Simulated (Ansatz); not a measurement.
Working through a geometry optimisation of H8N2OSi2, SMILES N[SiH2]N[SiH2]O

With Ansatz 0.2.0, Python API.

The script reads `h8n2osi2.xyz`:
```text
13

N    -0.48850    1.62360    1.70150
Si   -0.46440    0.04730    1.22850
N     0.01440    0.30790   -0.36590
Si    0.50740   -1.18210   -1.02930
O     0.87460   -0.78550   -2.57830
H    -1.18450    2.17220    1.07900
H     0.40130    2.07570    1.49730
H     0.60250   -0.60290    2.04130
H    -1.81680   -0.49470    1.28830
H    -0.73040    0.67690   -0.85980
H     1.58060   -1.79600   -0.31640
H    -0.74460   -2.04740   -1.05110
H     1.46890   -0.02970   -2.62040
```

Run as a notebook:

```python
import ansatz as az
import numpy as np
```

```python
h8n2osi2 = az.Crystal.molecule_from_extxyz("h8n2osi2.xyz")
```

```python
job = (
    h8n2osi2.calculation()
    .basis(gaussian="def2-SVP")
    .functional("cam_b3lyp")
)
symbols = [site.symbol for site in h8n2osi2.cartesian_sites]
start = np.array([site.position_ang for site in h8n2osi2.cartesian_sites], dtype=float)
def progress(event):
    if event["event"] == "relax_step":
        row = event["data"]
        print(f"step {row['step']:3d}  E = {row['lagrangian_ev']:.6f} eV  largest force component {row['allowed_force_max_ev_ang']:.4f} eV/A")
```

```python
data = job.relax(force_tolerance=0.005).session().plan().execute(on_event=progress).report
end = np.array(data["positions_ang"])
```

    step   1  E = -20903.489424 eV  largest force component 4.6327 eV/A
    step   2  E = -20904.592101 eV  largest force component 1.6394 eV/A
    step   3  E = -20904.858303 eV  largest force component 0.7358 eV/A
    step   4  E = -20904.985416 eV  largest force component 0.3135 eV/A
    step   5  E = -20905.044722 eV  largest force component 0.2514 eV/A
    step   6  E = -20905.081834 eV  largest force component 0.5542 eV/A
    step   7  E = -20905.124860 eV  largest force component 0.1246 eV/A
    step   8  E = -20905.129743 eV  largest force component 0.3646 eV/A
    step   9  E = -20905.146357 eV  largest force component 0.0560 eV/A
    step  10  E = -20905.147581 eV  largest force component 0.1981 eV/A
    step  11  E = -20905.148725 eV  largest force component 0.0979 eV/A
    step  12  E = -20905.149877 eV  largest force component 0.0517 eV/A
    step  13  E = -20905.150549 eV  largest force component 0.0572 eV/A
    step  14  E = -20905.151054 eV  largest force component 0.1051 eV/A
    step  15  E = -20905.151710 eV  largest force component 0.0684 eV/A
    step  16  E = -20905.152251 eV  largest force component 0.0505 eV/A
    step  17  E = -20905.154385 eV  largest force component 0.1664 eV/A
    step  18  E = -20905.151359 eV  largest force component 0.5291 eV/A
    step  19  E = -20905.156558 eV  largest force component 0.0987 eV/A
    step  20  E = -20905.158182 eV  largest force component 0.1129 eV/A
    step  21  E = -20905.159217 eV  largest force component 0.1407 eV/A
    step  22  E = -20905.159785 eV  largest force component 0.0888 eV/A
    step  23  E = -20905.160270 eV  largest force component 0.0102 eV/A
    step  24  E = -20905.160337 eV  largest force component 0.0149 eV/A
    step  25  E = -20905.160399 eV  largest force component 0.0080 eV/A
    step  26  E = -20905.160454 eV  largest force component 0.0070 eV/A
    step  27  E = -20905.160485 eV  largest force component 0.0055 eV/A
    step  28  E = -20905.160503 eV  largest force component 0.0052 eV/A
    step  29  E = -20905.160508 eV  largest force component 0.0037 eV/A

```python
print(f"E = {data['free_energy_ev']:.6f} eV = {data['free_energy_ev'] / 27.211386246:.7f} Ha")
print("converged:", data["converged"], " doubts:", data["published_state_doubts"] or "none")
```

    E = -20905.160657 eV = -768.2504841 Ha
    converged: True  doubts: none

```python
print("final positions (A) and the move of each atom")
for symbol, xyz, old in zip(symbols, end, start):
    print(f"{symbol:2s} {xyz[0]:10.5f} {xyz[1]:10.5f} {xyz[2]:10.5f}   {np.linalg.norm(xyz - old):7.4f}")
```

    final positions (A) and the move of each atom
    N    -0.54051    1.95265    1.40243    0.4477
    Si   -0.46936    0.23752    1.26549    0.1938
    N    -0.52973   -0.22847   -0.40824    0.7652
    Si    0.39932   -1.37656   -1.31223    0.3599
    O     1.38851   -0.68451   -2.45600    0.5378
    H    -1.04956    2.39121    2.16068    1.1119
    H     0.16445    2.56800    1.01306    0.7300
    H     0.76618   -0.41426    1.78950    0.3547
    H    -1.63214   -0.23230    2.07188    0.8467
    H    -1.25881    0.24732   -0.93859    0.6855
    H     1.18808   -2.14957   -0.31559    0.5283
    H    -0.48557   -2.25472   -2.11321    1.1127
    H     2.07963   -0.09102   -2.14449    0.7767

Reading the output:
- Total energies depend on the basis set; only differences at equal settings carry meaning.
- The end point is the stationary point reached from this start; no frequency run checks that it is a minimum, and the basis set is modest.
- Timing: 3.3 min on 1 thread of Arm Neoverse V1, with other jobs on the host, peak memory 0.41 GiB.
